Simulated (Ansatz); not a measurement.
# BF₂HO: geometry and frequencies at several levels, part 2 of 2

The task, for BF₂HO: geometry and frequencies at several levels.

Ansatz 0.2.0, Gaussian bases. Earlier steps stand in the parts before.

## (9) Relaxation, PBE-D4/def2-SVP

File input.yaml:

```yaml
crystal:
  periodic: [false, false, false]
  atoms:
    - { symbol: O, position_ang: [1.30519309, -0.51501614, 0.04246721] }
    - { symbol: B, position_ang: [0.04165704, -0.02835906, 0.00097331] }
    - { symbol: F, position_ang: [-0.98243641, -0.8732858, -0.07152381] }
    - { symbol: F, position_ang: [-0.21796316, 1.28635427, 0.03060553] }
    - { symbol: H, position_ang: [1.96797945, 0.19615674, 0.09501777] }
basis:
  gaussian: { orbitals: def2-SVP }
hamiltonian:
  xc: pbe
  dispersion: d4
relax:
  f_tol: 0.002
  max_steps: 150
```

Launch:

```console
$ ansatz run input.yaml --threads 2 --pin off --max-ram 5120MiB --backend cpu --events-out ev --progress --plain --runs-dir out
```

The log of the run, shortened:

```text
Warning: RAYON_NUM_THREADS=2 ignored (pool sized by the plan → 2); use --threads N
[...]
Functional definition: PBE
[...]
651 factors; their error is unknown
[...]
mean field -8163.45631247 eV, -300.0014860937 hartree, gradient 7.4e-5 eV, S^2 0.000000; 0 other end points of the search recorded, 0 dependent functions left out
[...]
reference -8163.45633765 eV, -300.0014870193 hartree; 16, 16 occupied and 45, 45 virtual orbitals, 651 factors
relax step   1: F+E_penalty+E_count = -8163.51006514 eV  Δ(F+E_penalty+E_count) = +0.000e0 eV  max|allowed force component| = 2.954e-2 eV/Å  Δτ_max = 0.0000 Å  (23 SCF iters, accepted)
[...]
relax step   3: F+E_penalty+E_count = -8163.51007503 eV  Δ(F+E_penalty+E_count) = +1.991e-6 eV  max|allowed force component| = 1.433e-2 eV/Å  Δτ_max = 0.0009 Å  (18 SCF iters, rejected (line search))
[...]
relax step   4: F+E_penalty+E_count = -8163.51008201 eV  Δ(F+E_penalty+E_count) = -4.997e-6 eV  max|allowed force component| = 1.460e-3 eV/Å  Δτ_max = 0.0005 Å  (17 SCF iters, accepted)
651 factors; their error is unknown
[...]
mean field -8163.45633029 eV, -300.0014867488 hartree, gradient 3.0e-5 eV, S^2 0.000000; 1 other end points of the search recorded, 0 dependent functions left out
[...]
reference -8163.45635548 eV, -300.0014876745 hartree; 16, 16 occupied and 45, 45 virtual orbitals, 651 factors
Total energy: -8163.51010720 eV, -300.0034630139 hartree
Atom 0 at     1.305366    -0.515116     0.042638 Å, force    -0.001163    -0.000157     0.000387 eV/Å
Atom 1 at     0.041530    -0.027805     0.001111 Å, force     0.001044     0.001460    -0.001167 eV/Å
Atom 2 at    -0.982250    -0.873066    -0.071635 Å, force     0.000407    -0.000873     0.000396 eV/Å
Atom 3 at    -0.218878     1.286194     0.030569 Å, force    -0.000963     0.000348     0.000396 eV/Å
Atom 4 at     1.968661     0.195644     0.094857 Å, force     0.000675    -0.000777    -0.000013 eV/Å
Dipole moment:     0.371932     0.206617     0.023310 e Å
```

It took 2.9 s on 2 threads of Arm Neoverse V2, shared host; peak memory 0.12 GiB.

The steps of the relaxation:

```
step  E - E(step 1) (eV)  largest force component (eV/Å)
   1              0.0000                          0.0295
   2              0.0000                          0.0173
   3              0.0000                          0.0143
   4              0.0000                          0.0015
```

Step 1 is the start. Step 3 was tried and not accepted.

Before: Bond lengths: O1–B2 1.355 Å, B2–F3 1.330 Å, B2–F4 1.340 Å, O1–H5 0.974 Å. Angles: O1–B2–F3 119.5°, O1–B2–F4 122.2°, F3–B2–F4 118.4°, B2–O1–H5 112.0°.

After: Bond lengths: O1–B2 1.355 Å, B2–F3 1.330 Å, B2–F4 1.340 Å, O1–H5 0.974 Å. Angles: O1–B2–F3 119.4°, O1–B2–F4 122.2°, F3–B2–F4 118.4°, B2–O1–H5 112.0°.

## (10) Frequencies, PBE-D4/def2-SVP

File input.yaml:

```yaml
crystal:
  periodic: [false, false, false]
  atoms:
    - { symbol: O, position_ang: [1.30536629, -0.51511644, 0.04263793] }
    - { symbol: B, position_ang: [0.04153002, -0.02780536, 0.00111144] }
    - { symbol: F, position_ang: [-0.98224961, -0.87306606, -0.07163521] }
    - { symbol: F, position_ang: [-0.21887807, 1.28619355, 0.03056892] }
    - { symbol: H, position_ang: [1.96866139, 0.19564432, 0.09485692] }
basis:
  gaussian: { orbitals: def2-SVP }
hamiltonian:
  xc: pbe
  dispersion: d4
phonons: {}
```

Launch:

```console
$ ansatz run input.yaml --threads 2 --pin off --max-ram 5120MiB --backend cpu --events-out ev --progress --plain --runs-dir out
```

The log of the run, shortened:

```text
Warning: RAYON_NUM_THREADS=2 ignored (pool sized by the plan → 2); use --threads N
[...]
[... 1 set-up line as earlier in the session ...]
[...]
651 factors; their error is unknown
[...]
mean field -8163.45633155 eV, -300.0014867950 hartree, gradient 7.5e-5 eV, S^2 0.000000; 0 other end points of the search recorded, 0 dependent functions left out
[...]
reference -8163.45635674 eV, -300.0014877208 hartree; 16, 16 occupied and 45, 45 virtual orbitals, 651 factors
[...]
651 factors; their error is unknown
[...]
mean field -8163.45614224 eV, -300.0014798378 hartree, gradient 2.9e-6 eV, S^2 0.000000; 0 other end points of the search recorded, 0 dependent functions left out
[...]
reference -8163.45616743 eV, -300.0014807637 hartree; 16, 16 occupied and 45, 45 virtual orbitals, 651 factors
[...]
651 factors; their error is unknown
[...]
651 factors; their error is unknown
mean field -8163.45632819 eV, -300.0014866715 hartree, gradient 1.2e-6 eV, S^2 0.000000; 0 other end points of the search recorded, 0 dependent functions left out
[...]
reference -8163.45635338 eV, -300.0014875973 hartree; 16, 16 occupied and 45, 45 virtual orbitals, 651 factors
Total energy: -8163.51010847 eV, -300.0034630602 hartree
Atom 0 at     1.305366    -0.515116     0.042638 Å, force    -0.001182    -0.000156     0.000386 eV/Å
Atom 1 at     0.041530    -0.027805     0.001111 Å, force     0.001025     0.001443    -0.001168 eV/Å
Atom 2 at    -0.982250    -0.873066    -0.071635 Å, force     0.000441    -0.000854     0.000398 eV/Å
Atom 3 at    -0.218878     1.286194     0.030569 Å, force    -0.000960     0.000343     0.000396 eV/Å
Atom 4 at     1.968661     0.195644     0.094857 Å, force     0.000677    -0.000776    -0.000012 eV/Å
Dipole moment:     0.371932     0.206618     0.023310 e Å
Vibrations: 433.41 469.04 525.54 661.49 862.01 975.15 1422.81 1483.70 3762.61 cm⁻¹, zero-point energy 0.656853 eV
```

It took 10 s on 2 threads of Arm Neoverse V2, shared host; peak memory 0.089 GiB.

Harmonic frequencies (cm⁻¹; negative: imaginary): 433, 469, 526, 661, 862, 975, 1423, 1484, 3763.

## (11) Relaxation, PBE0-D4/def2-TZVPP

File input.yaml:

```yaml
crystal:
  periodic: [false, false, false]
  atoms:
    - { symbol: O, position_ang: [1.30519309, -0.51501614, 0.04246721] }
    - { symbol: B, position_ang: [0.04165704, -0.02835906, 0.00097331] }
    - { symbol: F, position_ang: [-0.98243641, -0.8732858, -0.07152381] }
    - { symbol: F, position_ang: [-0.21796316, 1.28635427, 0.03060553] }
    - { symbol: H, position_ang: [1.96797945, 0.19615674, 0.09501777] }
basis:
  gaussian: { orbitals: def2-TZVPP }
hamiltonian:
  xc: pbe0
  dispersion: d4
relax:
  f_tol: 0.002
  max_steps: 150
```

Launch:

```console
$ ansatz run input.yaml --threads 2 --pin off --max-ram 5120MiB --backend cpu --events-out ev --progress --plain --runs-dir out
```

The log of the run, shortened:

```text
Warning: RAYON_NUM_THREADS=2 ignored (pool sized by the plan → 2); use --threads N
[...]
Functional definition: PBE0
[...]
691 factors; their error is unknown
[...]
mean field -8173.55397508 eV, -300.3725683502 hartree, gradient 5.1e-5 eV, S^2 0.000000; 0 other end points of the search recorded, 0 dependent functions left out
[...]
reference -8173.55399964 eV, -300.3725692530 hartree; 16, 16 occupied and 122, 122 virtual orbitals, 691 factors
relax step   1: F+E_penalty+E_count = -8173.59786309 eV  Δ(F+E_penalty+E_count) = +0.000e0 eV  max|allowed force component| = 7.712e-1 eV/Å  Δτ_max = 0.0000 Å  (25 SCF iters, accepted)
[...]
relax step   5: F+E_penalty+E_count = -8173.61461678 eV  Δ(F+E_penalty+E_count) = -1.835e-4 eV  max|allowed force component| = 3.714e-2 eV/Å  Δτ_max = 0.0027 Å  (30 SCF iters, accepted)
[...]
relax step   6: F+E_penalty+E_count = -8173.61467210 eV  Δ(F+E_penalty+E_count) = -5.532e-5 eV  max|allowed force component| = 9.837e-4 eV/Å  Δτ_max = 0.0020 Å  (31 SCF iters, accepted)
691 factors; their error is unknown
[...]
mean field -8173.57073604 eV, -300.3731843042 hartree, gradient 6.2e-5 eV, S^2 0.000000; 1 other end points of the search recorded, 0 dependent functions left out
[...]
reference -8173.57076062 eV, -300.3731852077 hartree; 16, 16 occupied and 122, 122 virtual orbitals, 691 factors
Total energy: -8173.61469668 eV, -300.3747998280 hartree
Atom 0 at     1.298689    -0.502412     0.042770 Å, force     0.000263    -0.000116     0.000037 eV/Å
Atom 1 at     0.041595    -0.024412     0.001169 Å, force     0.000204     0.000984    -0.000169 eV/Å
Atom 2 at    -0.969196    -0.865742    -0.070804 Å, force    -0.000121    -0.000313     0.000070 eV/Å
Atom 3 at    -0.223223     1.275924     0.030071 Å, force    -0.000137    -0.000298     0.000045 eV/Å
Atom 4 at     1.966566     0.182491     0.094334 Å, force    -0.000209    -0.000257     0.000017 eV/Å
Dipole moment:     0.361552     0.198483     0.022521 e Å
```

It took 11 s on 2 threads of Arm Neoverse V2, shared host; peak memory 0.2 GiB.

Relaxation path:

```
step  E - E(step 1) (eV)  largest force component (eV/Å)
   1              0.0000                          0.7712
   2             -0.0143                          0.2758
   3             -0.0165                          0.0437
   4             -0.0166                          0.1643
   5             -0.0168                          0.0371
   6             -0.0168                          0.0010
```

Step 1 is the start.

Before: Bond lengths: O1–B2 1.355 Å, B2–F3 1.330 Å, B2–F4 1.340 Å, O1–H5 0.974 Å. Angles: O1–B2–F3 119.5°, O1–B2–F4 122.2°, F3–B2–F4 118.4°, B2–O1–H5 112.0°.

After: Bond lengths: O1–B2 1.346 Å, B2–F3 1.317 Å, B2–F4 1.327 Å, O1–H5 0.958 Å. Angles: O1–B2–F3 119.5°, O1–B2–F4 122.3°, F3–B2–F4 118.3°, B2–O1–H5 113.5°.

## (12) Relaxation, MP2/def2-TZVPP

File input.yaml:

```yaml
crystal:
  periodic: [false, false, false]
  atoms:
    - { symbol: O, position_ang: [1.29868884, -0.50241187, 0.04276954] }
    - { symbol: B, position_ang: [0.04159496, -0.02441152, 0.00116916] }
    - { symbol: F, position_ang: [-0.96919586, -0.86574163, -0.07080408] }
    - { symbol: F, position_ang: [-0.22322349, 1.27592439, 0.03007118] }
    - { symbol: H, position_ang: [1.96656555, 0.18249063, 0.0943342] }
basis:
  gaussian: { orbitals: def2-TZVPP }
correlation:
  method: mp2
relax:
  f_tol: 0.002
  max_steps: 40
```

Launch:

```console
$ ansatz run input.yaml --threads 2 --pin off --max-ram 5120MiB --backend cpu --events-out ev --progress --plain --runs-dir out
```

The log of the run:

```text
Warning: RAYON_NUM_THREADS=2 ignored (pool sized by the plan → 2); use --threads N
The last accepted step is kept in <dir> (removed where the run ends without a failure and the disk answers)
Engine: ansatz 0.2.0, aarch64-unknown-linux-gnu
[... 1 set-up line as earlier in the session ...]
  exchange = exact_x
  correlation = 0
these checks for a lower state are left out or cut short: cluster_reference
970 factors; integrals over basis functions are off by at most 4.3e-4 eV
mean field evaluation 1: about -8142.4884 eV, gradient 4.3e1 eV
mean field evaluation 2: about -8142.4885 eV, gradient 4.3e1 eV
mean field evaluation 4: about -8145.3180 eV, gradient 2.2e0 eV
mean field evaluation 8: about -8145.3334 eV, gradient 7.8e-5 eV
mean field -8145.33342878 eV, -299.3354824025 hartree, gradient 2.5e-6 eV, S^2 0.000000; 0 other end points of the search recorded, 0 dependent functions left out
4 core orbitals not correlated: weight in the atoms' cores, before any rotation towards them, 1.000 or more for the frozen orbitals, at most 0.000 for the correlated occupied ones
reference -8145.33342878 eV, -299.3354824025 hartree; 12, 12 occupied and 122, 122 virtual orbitals, 970 factors
second order -22.48259339 eV of doubles, -0.00000000 eV of singles
the calculation of the forces begins
relax step   1: F+E_penalty+E_count = -8167.81602218 eV  Δ(F+E_penalty+E_count) = +0.000e0 eV  max|allowed force component| = 3.102e-1 eV/Å  Δτ_max = 0.0000 Å  (37 SCF iters, accepted)
these checks for a lower state are left out or cut short: starts, cluster_reference, orbital_swaps, neighbouring_geometries, increment
970 factors; integrals over basis functions are off by at most 4.4e-4 eV
mean field evaluation 16: about -8145.3232 eV, gradient 1.0e-2 eV
mean field -8145.32315949 eV, -299.3351050129 hartree, gradient 3.6e-6 eV, S^2 0.000000; 0 other end points of the search recorded, 0 dependent functions left out
4 core orbitals not correlated: weight in the atoms' cores, before any rotation towards them, 1.000 or more for the frozen orbitals, at most 0.000 for the correlated occupied ones
reference -8145.32315949 eV, -299.3351050129 hartree; 12, 12 occupied and 122, 122 virtual orbitals, 970 factors
second order -22.49525516 eV of doubles, -0.00000000 eV of singles
the calculation of the forces begins
relax step   2: F+E_penalty+E_count = -8167.81841465 eV  Δ(F+E_penalty+E_count) = -2.392e-3 eV  max|allowed force component| = 1.274e-1 eV/Å  Δτ_max = 0.0041 Å  (30 SCF iters, accepted)
these checks for a lower state are left out or cut short: starts, cluster_reference, orbital_swaps, neighbouring_geometries, increment
970 factors; integrals over basis functions are off by at most 4.4e-4 eV
mean field -8145.31551822 eV, -299.3348242014 hartree, gradient 3.7e-6 eV, S^2 0.000000; 0 other end points of the search recorded, 0 dependent functions left out
4 core orbitals not correlated: weight in the atoms' cores, before any rotation towards them, 1.000 or more for the frozen orbitals, at most 0.000 for the correlated occupied ones
reference -8145.31551822 eV, -299.3348242014 hartree; 12, 12 occupied and 122, 122 virtual orbitals, 970 factors
second order -22.50340854 eV of doubles, -0.00000000 eV of singles
the calculation of the forces begins
relax step   3: F+E_penalty+E_count = -8167.81892676 eV  Δ(F+E_penalty+E_count) = -5.121e-4 eV  max|allowed force component| = 3.398e-2 eV/Å  Δτ_max = 0.0030 Å  (30 SCF iters, accepted)
these checks for a lower state are left out or cut short: starts, cluster_reference, orbital_swaps, neighbouring_geometries, increment
970 factors; integrals over basis functions are off by at most 4.4e-4 eV
mean field evaluation 32: about -8145.3150 eV, gradient 1.5e-6 eV
mean field -8145.31498094 eV, -299.3348044567 hartree, gradient 1.5e-6 eV, S^2 0.000000; 0 other end points of the search recorded, 0 dependent functions left out
4 core orbitals not correlated: weight in the atoms' cores, before any rotation towards them, 1.000 or more for the frozen orbitals, at most 0.000 for the correlated occupied ones
reference -8145.31498094 eV, -299.3348044567 hartree; 12, 12 occupied and 122, 122 virtual orbitals, 970 factors
second order -22.50403436 eV of doubles, -0.00000000 eV of singles
the calculation of the forces begins
relax step   4: F+E_penalty+E_count = -8167.81901530 eV  Δ(F+E_penalty+E_count) = -8.853e-5 eV  max|allowed force component| = 1.346e-2 eV/Å  Δτ_max = 0.0048 Å  (28 SCF iters, accepted)
these checks for a lower state are left out or cut short: starts, cluster_reference, orbital_swaps, neighbouring_geometries, increment
970 factors; integrals over basis functions are off by at most 4.4e-4 eV
mean field -8145.31467349 eV, -299.3347931582 hartree, gradient 4.8e-6 eV, S^2 0.000000; 0 other end points of the search recorded, 0 dependent functions left out
4 core orbitals not correlated: weight in the atoms' cores, before any rotation towards them, 1.000 or more for the frozen orbitals, at most 0.000 for the correlated occupied ones
reference -8145.31467349 eV, -299.3347931582 hartree; 12, 12 occupied and 122, 122 virtual orbitals, 970 factors
second order -22.50434664 eV of doubles, -0.00000000 eV of singles
the calculation of the forces begins
relax step   5: F+E_penalty+E_count = -8167.81902013 eV  Δ(F+E_penalty+E_count) = -4.830e-6 eV  max|allowed force component| = 1.755e-3 eV/Å  Δτ_max = 0.0004 Å  (22 SCF iters, accepted)
these checks for a lower state are left out or cut short: cluster_reference
970 factors; integrals over basis functions are off by at most 4.4e-4 eV
mean field -8145.31467349 eV, -299.3347931582 hartree, gradient 4.8e-6 eV, S^2 0.000000; 1 other end points of the search recorded, 0 dependent functions left out
4 core orbitals not correlated: weight in the atoms' cores, before any rotation towards them, 1.000 or more for the frozen orbitals, at most 0.000 for the correlated occupied ones
reference -8145.31467349 eV, -299.3347931582 hartree; 12, 12 occupied and 122, 122 virtual orbitals, 970 factors
second order -22.50434664 eV of doubles, -0.00000000 eV of singles
the calculation of the forces begins
Total energy: -8167.81902013 eV, -300.1618126432 hartree
Atom 0 at     1.304238    -0.508905     0.042800 Å, force     0.000646    -0.000169     0.000025 eV/Å
Atom 1 at     0.041378    -0.023917     0.001159 Å, force    -0.001755     0.000003    -0.000049 eV/Å
Atom 2 at    -0.972467    -0.868738    -0.071032 Å, force     0.000489     0.000419     0.000021 eV/Å
Atom 3 at    -0.222443     1.281222     0.030273 Å, force     0.000334    -0.000409    -0.000005 eV/Å
Atom 4 at     1.963724     0.186187     0.094340 Å, force     0.000287     0.000155     0.000008 eV/Å
Dipole moment:     0.352375     0.204438     0.022292 e Å
Checks for a lower state left out: cluster_reference
```

Run time: 17 s. Hardware: 2 threads of Arm Neoverse V2, shared host; peak memory 0.44 GiB.

Step by step:

```
step  energy from step 1 (eV)  largest force component (eV/Å)
   1                   0.0000                          0.3102
   2                  -0.0024                          0.1274
   3                  -0.0029                          0.0340
   4                  -0.0030                          0.0135
   5                  -0.0030                          0.0018
```

Step 1 is the start.

Before: Bond lengths: O1–B2 1.346 Å, B2–F3 1.317 Å, B2–F4 1.327 Å, O1–H5 0.958 Å. Angles: O1–B2–F3 119.5°, O1–B2–F4 122.3°, F3–B2–F4 118.3°, B2–O1–H5 113.5°.

After: Bond lengths: O1–B2 1.353 Å, B2–F3 1.322 Å, B2–F4 1.332 Å, O1–H5 0.960 Å. Angles: O1–B2–F3 119.2°, O1–B2–F4 122.4°, F3–B2–F4 118.4°, B2–O1–H5 112.5°.

## (13) Frequencies, MP2/def2-TZVPP

File input.yaml:

```yaml
crystal:
  periodic: [false, false, false]
  atoms:
    - { symbol: O, position_ang: [1.30423815, -0.50890463, 0.04279953] }
    - { symbol: B, position_ang: [0.04137779, -0.02391713, 0.00115893] }
    - { symbol: F, position_ang: [-0.9724671, -0.86873754, -0.07103165] }
    - { symbol: F, position_ang: [-0.22244318, 1.28122211, 0.03027288] }
    - { symbol: H, position_ang: [1.96372434, 0.1861872, 0.09434031] }
basis:
  gaussian: { orbitals: def2-TZVPP }
correlation:
  method: mp2
phonons: {}
```

Launch:

```console
$ ansatz run input.yaml --threads 2 --pin off --max-ram 5120MiB --backend cpu --events-out ev --progress --plain --runs-dir out
```

The log of the run, shortened:

```text
Warning: RAYON_NUM_THREADS=2 ignored (pool sized by the plan → 2); use --threads N
[...]
[... 1 set-up line as earlier in the session ...]
[...]
970 factors; integrals over basis functions are off by at most 4.4e-4 eV
[...]
mean field -8145.31467349 eV, -299.3347931582 hartree, gradient 2.7e-6 eV, S^2 0.000000; 0 other end points of the search recorded, 0 dependent functions left out
4 core orbitals not correlated: weight in the atoms' cores, before any rotation towards them, 1.000 or more for the frozen orbitals, at most 0.000 for the correlated occupied ones
reference -8145.31467349 eV, -299.3347931582 hartree; 12, 12 occupied and 122, 122 virtual orbitals, 970 factors
second order -22.50434661 eV of doubles, -0.00000000 eV of singles
[...]
970 factors; integrals over basis functions are off by at most 4.4e-4 eV
[...]
reference -8145.31480388 eV, -299.3347979500 hartree; 12, 12 occupied and 122, 122 virtual orbitals, 970 factors
second order -22.50421264 eV of doubles, -0.00000000 eV of singles
[...]
Total energy: -8167.81902010 eV, -300.1618126420 hartree
Atom 0 at     1.304238    -0.508905     0.042800 Å, force     0.000646    -0.000169     0.000025 eV/Å
Atom 1 at     0.041378    -0.023917     0.001159 Å, force    -0.001755     0.000003    -0.000049 eV/Å
Atom 2 at    -0.972467    -0.868738    -0.071032 Å, force     0.000489     0.000419     0.000021 eV/Å
Atom 3 at    -0.222443     1.281222     0.030273 Å, force     0.000334    -0.000409    -0.000005 eV/Å
Atom 4 at     1.963724     0.186187     0.094340 Å, force     0.000287     0.000156     0.000008 eV/Å
Dipole moment:     0.352375     0.204438     0.022292 e Å
Vibrations: 445.12 480.66 543.35 690.51 887.17 1020.10 1449.51 1501.76 3902.68 cm⁻¹, zero-point energy 0.677007 eV
Checks for a lower state left out: cluster_reference
```

Run time: 82 s. Hardware: 2 threads of Arm Neoverse V2, shared host; peak memory 0.43 GiB.

Harmonic frequencies (cm⁻¹; negative: imaginary): 445, 481, 543, 691, 887, 1020, 1450, 1502, 3903.

## (14) The levels compared

| level | O1–B2 (Å) | B2–F3 (Å) | B2–F4 (Å) | rotational constants (MHz) | dipole (D) | highest frequency (cm⁻¹) | CPU time |
| --- | --- | --- | --- | --- | --- | --- | --- |
| HF/STO-3G | 1.3582 | 1.3097 | 1.3160 | 10409, 10073, 5119 | 1.48 | 4321 | 2.8 s |
| HF/6-31G* | 1.3367 | 1.3070 | 1.3172 | 10545, 10165, 5175.7 | 2.09 | 4135 | 4.8 s |
| LDA/def2-SVP | 1.3410 | 1.3149 | 1.3247 | 10397, 10100, 5123.4 | 2.12 | 3776 | 6.3 s |
| PBE-D4/def2-SVP | 1.3552 | 1.3296 | 1.3399 | 10163, 9902, 5015.3 | 2.05 | 3763 | 5.2 s |
| PBE0-D4/def2-TZVPP | 1.3455 | 1.3171 | 1.3273 | 10321, 10085, 5100.9 | 1.98 | - | 20 s |
| MP2/def2-TZVPP | 1.3534 | 1.3217 | 1.3319 | 10220, 10023, 5060.3 | 1.96 | 3903 | 33 s |

Constants are for the commonest isotopes at the equilibrium geometry; times are CPU times of the relaxations.

## (15) Results

The summary covers parts 1 to 2.

| quantity | value |
| --- | --- |
| O1–B2 at MP2/def2-TZVPP | 1.353 Å |
| B2–F3 at MP2/def2-TZVPP | 1.322 Å |
| B2–F4 at MP2/def2-TZVPP | 1.332 Å |
| frequencies at MP2/def2-TZVPP | 445 to 3903 cm⁻¹ |

In words: The O–B distance spreads over 0.021 Å, from HF/6-31G* (shortest) to HF/STO-3G. No mode is imaginary, so the geometry is a minimum.
